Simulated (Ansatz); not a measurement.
# C2H11AlBNSi: the cost of one run

Program: Ansatz 0.2.0. Level of theory: RKS B3LYP-D4/6-31G*. These are calculated values, not measurements.

### Step 1. Starting point

Bond lengths (14 of 16 bonds, heavy atoms first): B1–Al2 2.048 Å, Al2–Si3 2.331 Å, Al2–N4 1.943 Å, N4–C5 1.394 Å, N4–C6 1.518 Å, B1–H7 1.221 Å, B1–H8 1.117 Å, Si3–H9 1.512 Å, Si3–H10 1.496 Å, Si3–H11 1.451 Å, C5–H12 1.149 Å, C5–H13 1.068 Å, C5–H14 1.129 Å, C6–H15 1.123 Å. Angles (14 of 27 angles, heavy atoms first): B1–Al2–Si3 117.5°, B1–Al2–N4 124.0°, Si3–Al2–N4 118.5°, Al2–N4–C5 113.6°, Al2–N4–C6 108.3°, C5–N4–C6 111.7°, Al2–B1–H7 116.4°, Al2–B1–H8 122.0°, Al2–Si3–H9 110.2°, Al2–Si3–H10 110.6°, Al2–Si3–H11 111.0°, N4–C5–H12 111.4°, N4–C5–H13 109.1°, N4–C5–H14 109.9°.

Structure file:

```xyz
17

B    -1.8110   -2.1427   -0.4090
Al   -0.2277   -0.8496   -0.2910
Si    1.8773   -1.7597    0.1262
N    -0.3792    1.0748   -0.5109
C     0.8409    1.7437   -0.4210
C    -1.3798    1.5935    0.5066
H    -2.9044   -1.6443   -0.6232
H    -1.6843   -3.2457   -0.2903
H     1.8878   -2.4550    1.4690
H     2.9091   -0.6804    0.2184
H     2.2520   -2.7012   -0.9130
H     1.3241    1.5981    0.6117
H     1.4812    1.4101   -1.2079
H     0.6801    2.8536   -0.5502
H    -0.9933    1.3871    1.5407
H    -2.3644    1.1207    0.4215
H    -1.5274    2.6965    0.3626
```

### Step 2. Relaxing end A

input.yaml reads:

```yaml
crystal:
  periodic: [false, false, false]
  atoms:
    - { symbol: B, position_ang: [-1.811, -2.1427, -0.409] }
    - { symbol: Al, position_ang: [-0.2277, -0.8496, -0.291] }
    - { symbol: Si, position_ang: [1.8773, -1.7597, 0.1262] }
    - { symbol: "N", position_ang: [-0.3792, 1.0748, -0.5109] }
    - { symbol: C, position_ang: [0.8409, 1.7437, -0.421] }
    - { symbol: C, position_ang: [-1.3798, 1.5935, 0.5066] }
    - { symbol: H, position_ang: [-2.9044, -1.6443, -0.6232] }
    - { symbol: H, position_ang: [-1.6843, -3.2457, -0.2903] }
    - { symbol: H, position_ang: [1.8878, -2.455, 1.469] }
    - { symbol: H, position_ang: [2.9091, -0.6804, 0.2184] }
    - { symbol: H, position_ang: [2.252, -2.7012, -0.913] }
    - { symbol: H, position_ang: [1.3241, 1.5981, 0.6117] }
    - { symbol: H, position_ang: [1.4812, 1.4101, -1.2079] }
    - { symbol: H, position_ang: [0.6801, 2.8536, -0.5502] }
    - { symbol: H, position_ang: [-0.9933, 1.3871, 1.5407] }
    - { symbol: H, position_ang: [-2.3644, 1.1207, 0.4215] }
    - { symbol: H, position_ang: [-1.5274, 2.6965, 0.3626] }
basis:
  gaussian: { orbitals: "6-31G*" }
hamiltonian:
  xc: b3lyp
  dispersion: d4
relax:
  f_tol: 0.015
  max_steps: 40
```

On the command line:

```sh
ansatz run input.yaml --threads 2 --pin off --max-ram 3072MiB --backend cpu --events-out ev --progress --plain --runs-dir out
```

**Question.** How long does this run take on 2 threads of Arm Neoverse V1, shared host, and how much memory does it need?

About 3.5 min, with a peak of 0.32 GiB.
